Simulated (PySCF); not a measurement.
**CdP (quartet) at other levels of theory**

Starting from one script, swap the method and compare what comes out for CdP (quartet).

Method: method and basis as typed in the scripts; program: PySCF 2.14.0.

4 further runs of the same task are left out: 1 for a known fault of the program, 3 that didn't finish.

### 1 Where the work starts

CdP (quartet): 2 atoms, charge 0, spin multiplicity 4.

Bond lengths: Cd1–P2 2.342 Å.

### 2 The run that the others are compared with

input.py reads:

```python
from pyscf import gto, scf, mp

mol = gto.M(
    atom='Cd 0 0 0; P 0 0 2.342',
    basis='sbkjc',
    ecp={'Cd': 'sbkjc', 'P': 'sbkjc'},
    charge=0,
    spin=3,
    verbose=4,
)
mf = scf.UHF(mol)
mf.kernel()
mp.MP2(mf).kernel()
mf.dip_moment()
print('orbital energies (hartree):', [e[max(0, n-3):n+3].round(4) for e, n in zip(mf.mo_energy, mol.nelec)])
```

Started as:

```sh
$ OMP_NUM_THREADS=1 python input.py
```

### 3 Frequency run

Edit 1 changes step after the SCF: mp2 → frequency.

Edit input.py of step 2 so:

```diff
@@ -1,2 +1,3 @@
-from pyscf import gto, scf, mp
+from pyscf import gto, scf
+from pyscf.hessian import thermo
 
@@ -12,3 +13,4 @@
 mf.kernel()
-mp.MP2(mf).kernel()
+hess = mf.Hessian().kernel()
+print('wavenumber (cm^-1) =', thermo.harmonic_analysis(mol, hess)['freq_wavenumber'].round(1))
 mf.dip_moment()
```

### 4 Stability test

Edit 2 changes step after the SCF: mp2 → stability.

Edit input.py of step 2 so:

```diff
@@ -1,2 +1,2 @@
-from pyscf import gto, scf, mp
+from pyscf import gto, scf
 
@@ -12,3 +12,3 @@
 mf.kernel()
-mp.MP2(mf).kernel()
+mf.stability(internal=True, external=True)
 mf.dip_moment()
```

### 5 Hcth407 (UKS)

Edit 3 changes functional: none (Hartree–Fock) → hcth407; SCF type: UHF → UKS; step after the SCF: mp2 → analyze.

Edit input.py of step 2 so:

```diff
@@ -1,2 +1,2 @@
-from pyscf import gto, scf, mp
+from pyscf import gto, dft
 
@@ -10,5 +10,5 @@
 )
-mf = scf.UHF(mol)
+mf = dft.UKS(mol, xc='hcth407')
 mf.kernel()
-mp.MP2(mf).kernel()
+mf.mulliken_pop()
 mf.dip_moment()
```

### 6 TDA

Edit 4 changes step after the SCF: mp2 → tda; number of roots: none → 8.

Edit input.py of step 2 so:

```diff
@@ -1,2 +1,2 @@
-from pyscf import gto, scf, mp
+from pyscf import gto, scf, tdscf
 
@@ -12,3 +12,6 @@
 mf.kernel()
-mp.MP2(mf).kernel()
+td = tdscf.TDA(mf)
+td.nstates = 8
+td.kernel()
+td.analyze(verbose=3)
 mf.dip_moment()
```

**Question.** What will these runs give? Wanted: for each run, E(SCF); from base; gap, α spin; SCF dipole; after the SCF.

**Answer**, as computed:

| run | E(SCF) (hartree) | from base (eV) | cycles | gap, α spin (eV) | SCF dipole (D) | after the SCF |
| --- | --- | --- | --- | --- | --- | --- |
| base | -172.307882 | 0 | 15 | 8.59 | 1.66 | MP2 correlation -5.855 eV |
| frequency run | -172.307882 | 0.0000 | 15 | 8.59 | 1.66 | highest mode 411 cm⁻¹ |
| stability test | -172.307882 | 0.0000 | 15 | 8.59 | 1.66 | stable |
| hcth407 (UKS) | -173.876851 | not comparable | 14 | 3.25 | 0.49 | n/a |
| TDA | -172.307882 | 0.0000 | 15 | 8.59 | 1.66 | lowest root found 1.87 eV |

Total energies of different functionals can't be compared with each other; differences within one functional can. The dearest run is “frequency run”, at 4.6 s against 0.92 s.
